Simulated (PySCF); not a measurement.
# V, V⁺: ionisation energy in pcseg-2

Aim: the ionisation energy of vanadium from differences of total energies, at each level of theory, and how far each lands from the tabulated value where there is one.

The numbers are computed with PySCF 2.14.0 (unrestricted determinants in a Gaussian basis, no spin-orbit coupling in the energies), except any that are marked as measured or tabulated.

6 further runs of the same task are left out: 2 that didn't finish, 4 set aside as unsound or not needed.

**1. What is computed**

| Quantity | Value |
| --- | --- |
| Element | vanadium (Z = 23) |
| Basis | pcseg-2 |
| Hamiltonian | the non-relativistic Hamiltonian (point nucleus) |
| State 1 | V: [Ar] 3d3 4s2, high-spin 4F determinant |
| State 2 | V⁺: [Ar] 3d4, high-spin 5D determinant |
| Methods | UHF, TPSS, MN15, MP2 |
| Core shells frozen in the correlated runs | valence: [Ar] (for V) |

Outer shells as boxes (Hund's rule):

V [Ar] 3d3 4s2
```
[Ar] core
3d [↑ ][↑ ][↑ ][  ][  ]
4s [↑↓]
```

V+ [Ar] 3d4
```
[Ar] core
3d [↑ ][↑ ][↑ ][↑ ][  ]
```

One driver process ran all states and methods and kept the integrals in memory. Each run is shown as a PySCF script that sums up its settings (the driver passes frozen orbitals as a list and adds second-order terms of double hybrids); the logs are those of the runs themselves. The driver starts from symmetry-adapted Hartree-Fock orbitals, holds the occupation by maximum overlap and uses a logarithmic radial grid for functionals, so a plain start would take other cycles.

The driver's launch:

```
OMP_NUM_THREADS=1 python atomrun2.py TASK.json OUT
```

The integrals over 56 functions and the set-up took 0.6 s of CPU time.

**2. V**

UHF:

input.py

```python
from pyscf import gto, scf, dft, mp, cc
import basis_set_exchange as bse
mol = gto.M(atom="V 0 0 0", charge=0, spin=3, symmetry="D2h",
            basis=gto.basis.parse(bse.get_basis("pcseg-2", elements=["V"], fmt="nwchem", header=False)))
mf = scf.UHF(mol)
mf.irrep_nelec = {'Ag': (4, 4), 'B1g': (1, 0), 'B2g': (1, 0), 'B3g': (1, 0), 'B1u': (2, 2), 'B2u': (2, 2), 'B3u': (2, 2)}
mf.kernel()
```

TPSS:

Changes to input.py:

```diff
@@ -4,3 +4,3 @@
             basis=gto.basis.parse(bse.get_basis("pcseg-2", elements=["V"], fmt="nwchem", header=False)))
-mf = scf.UHF(mol)
+mf = dft.UKS(mol, xc="TPSS")
 mf.irrep_nelec = {'Ag': (4, 4), 'B1g': (1, 0), 'B2g': (1, 0), 'B3g': (1, 0), 'B1u': (2, 2), 'B2u': (2, 2), 'B3u': (2, 2)}
```

MN15:

Changes to input.py:

```diff
@@ -4,3 +4,3 @@
             basis=gto.basis.parse(bse.get_basis("pcseg-2", elements=["V"], fmt="nwchem", header=False)))
-mf = dft.UKS(mol, xc="TPSS")
+mf = dft.UKS(mol, xc="MN15")
 mf.irrep_nelec = {'Ag': (4, 4), 'B1g': (1, 0), 'B2g': (1, 0), 'B3g': (1, 0), 'B1u': (2, 2), 'B2u': (2, 2), 'B3u': (2, 2)}
```

MP2 (valence):

```python
from pyscf import gto, scf, dft, mp, cc
import basis_set_exchange as bse
mol = gto.M(atom="V 0 0 0", charge=0, spin=3, symmetry="D2h",
            basis=gto.basis.parse(bse.get_basis("pcseg-2", elements=["V"], fmt="nwchem", header=False)))
mf = scf.UHF(mol)
mf.irrep_nelec = {'Ag': (4, 4), 'B1g': (1, 0), 'B2g': (1, 0), 'B3g': (1, 0), 'B1u': (2, 2), 'B2u': (2, 2), 'B3u': (2, 2)}
mf.kernel()
mp.UMP2(mf, frozen=9).kernel()
```

**3. V⁺, method by method**

UHF:

input.py

```python
from pyscf import gto, scf, dft, mp, cc
import basis_set_exchange as bse
mol = gto.M(atom="V 0 0 0", charge=1, spin=4, symmetry="D2h",
            basis=gto.basis.parse(bse.get_basis("pcseg-2", elements=["V"], fmt="nwchem", header=False)))
mf = scf.UHF(mol)
mf.irrep_nelec = {'Ag': (4, 3), 'B1g': (1, 0), 'B2g': (1, 0), 'B3g': (1, 0), 'B1u': (2, 2), 'B2u': (2, 2), 'B3u': (2, 2)}
mf.kernel()
```

TPSS:

Changes to input.py:

```diff
@@ -4,3 +4,3 @@
             basis=gto.basis.parse(bse.get_basis("pcseg-2", elements=["V"], fmt="nwchem", header=False)))
-mf = scf.UHF(mol)
+mf = dft.UKS(mol, xc="TPSS")
 mf.irrep_nelec = {'Ag': (4, 3), 'B1g': (1, 0), 'B2g': (1, 0), 'B3g': (1, 0), 'B1u': (2, 2), 'B2u': (2, 2), 'B3u': (2, 2)}
```

MN15:

Changes to input.py:

```diff
@@ -4,3 +4,3 @@
             basis=gto.basis.parse(bse.get_basis("pcseg-2", elements=["V"], fmt="nwchem", header=False)))
-mf = dft.UKS(mol, xc="TPSS")
+mf = dft.UKS(mol, xc="MN15")
 mf.irrep_nelec = {'Ag': (4, 3), 'B1g': (1, 0), 'B2g': (1, 0), 'B3g': (1, 0), 'B1u': (2, 2), 'B2u': (2, 2), 'B3u': (2, 2)}
```

MP2 (valence):

input.py

```python
from pyscf import gto, scf, dft, mp, cc
import basis_set_exchange as bse
mol = gto.M(atom="V 0 0 0", charge=1, spin=4, symmetry="D2h",
            basis=gto.basis.parse(bse.get_basis("pcseg-2", elements=["V"], fmt="nwchem", header=False)))
mf = scf.UHF(mol)
mf.irrep_nelec = {'Ag': (4, 3), 'B1g': (1, 0), 'B2g': (1, 0), 'B3g': (1, 0), 'B1u': (2, 2), 'B2u': (2, 2), 'B3u': (2, 2)}
mf.kernel()
mp.UMP2(mf, frozen=9).kernel()
```

What does the calculation give?

As calculated:

```
            quantity                                               value
ionisation energy, V  UHF 5.991, MP2 (valence) 6.305 eV; reference 6.732
```

Each level's miss and price (over 1 difference):

| method | mean absolute miss against the measured value (with the measured fine structure taken into account where it is known) (eV) | CPU time, both states (s) |
| --- | --- | --- |
| UHF | 0.741 | 0.93 |
| TPSS | 0.693 | 9.4 |
| MN15 | 0.882 | 8.6 |
| MP2 (valence) | 0.427 | 1.1 |
| SCS-MP2 (valence) | 0.066 | 1.1 |

**Reading.** SCS-MP2 (valence) lands nearest to the measured value (off by 0.07 eV); MN15 misses by most (0.88 eV). Hartree-Fock falls short because the species with more electrons holds more correlation energy, which it lacks. All values hold for this basis alone; no basis-set limit was taken. The dearest level timed, TPSS, costs 10 times the cheapest, UHF, and differs from the measured value (with the measured fine structure taken into account where it is known) by 0.69 against 0.74 eV.
